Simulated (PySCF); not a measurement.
# A gas-phase reaction: H4OSi + Cl4Ti → Cl3H3OSiTi + ClH

What reaction energy should one expect for `O[SiH3]` + `[Cl][Ti]([Cl])([Cl])[Cl]` → `[SiH3][O][Ti]([Cl])([Cl])[Cl]` + `Cl`?

Computed with PySCF 2.14.0; each step states its level. No surroundings beyond the atoms listed, unless a continuum is named. Atoms count from 0, parts from 1.

## Step 1: The system as given

Each species was relaxed by itself at PBE0-D3(BJ)/def2-SVP.

## Step 2: Energies of the species: wB97M-D3(BJ)/def2-TZVP

What the job is given:

```
{"job": {"kind": "react", "xc": "wB97M-D3(BJ)", "basis": "def2-TZVP"}, "charge": 0, "multiplicity": 1}
-1 H4OSi charge 0 multiplicity 1
Si    -0.411870     0.029280    -0.027370
O      1.188200     0.483520    -0.102650
H     -0.707850    -1.129450    -0.928650
H     -1.201810     1.211180    -0.465040
H     -0.819180    -0.356320     1.361070
H      1.840790    -0.176320     0.146840

-1 Cl4Ti charge 0 multiplicity 1
Cl    -1.812030    -0.076330    -1.161370
Ti    -0.005460    -0.003880     0.006620
Cl    -0.267860     1.370380     1.643360
Cl     0.435850    -1.967410     0.773340
Cl     1.620580     0.663070    -1.236700

+1 Cl3H3OSiTi charge 0 multiplicity 1
Si     0.791890     1.398450    -0.950270
O      0.073980     0.136110    -0.094100
Ti    -0.674660    -1.160980     0.765900
Cl     0.740020    -2.805070     0.917980
Cl    -2.440870    -1.782260    -0.338410
Cl    -1.232870    -0.461530     2.747650
H      0.104920     1.511120    -2.265810
H      2.232670     1.072880    -1.131080
H      0.625880     2.646950    -0.157600

+1 ClH charge 0 multiplicity 1
Cl     0.642970    -0.003540    -0.000420
H     -0.642060     0.004720     0.001190
```

Level: wB97M-D3(BJ)/def2-TZVP reaction energy of separated species, gas phase.

The run is started by

```
$ OMP_NUM_THREADS=1 python cluster_run.py task.json out
```

One launch serves the whole session: the jobs run in the order shown.

**Question.** The jobs that follow are: PBE0-D3(BJ)/def2-TZVP reaction energy of separated species, gas phase. Predict: reaction energy (wB97M-D3(BJ)/def2-TZVP); ΔH, ΔG at 298 K (xTB thermal terms). Thermal terms come from harmonic xTB runs on each species.

As calculated:

```
                                                quantity                    value
                reaction energy (wB97M-D3(BJ)/def2-TZVP)           -4.18 kcal/mol
                     ΔH, ΔG at 298 K (xTB thermal terms)      -6.6, -6.8 kcal/mol
range of the reaction energy over the runs of this table  -4.18 to -2.68 kcal/mol
```

**Reading.** The reaction is exothermic by 6.6 kcal/mol in the gas phase; dispersion gives -0.19, and xTB itself gave -10.53 for the electronic energy (xTB energies and thermal terms come from the earlier relaxation of each species, not shown). No barrier was sought. The reaction energy runs from -4.18 (wB97M-D3(BJ)/def2-TZVP) to -2.68 kcal/mol (PBE0-D3(BJ)/def2-TZVP).
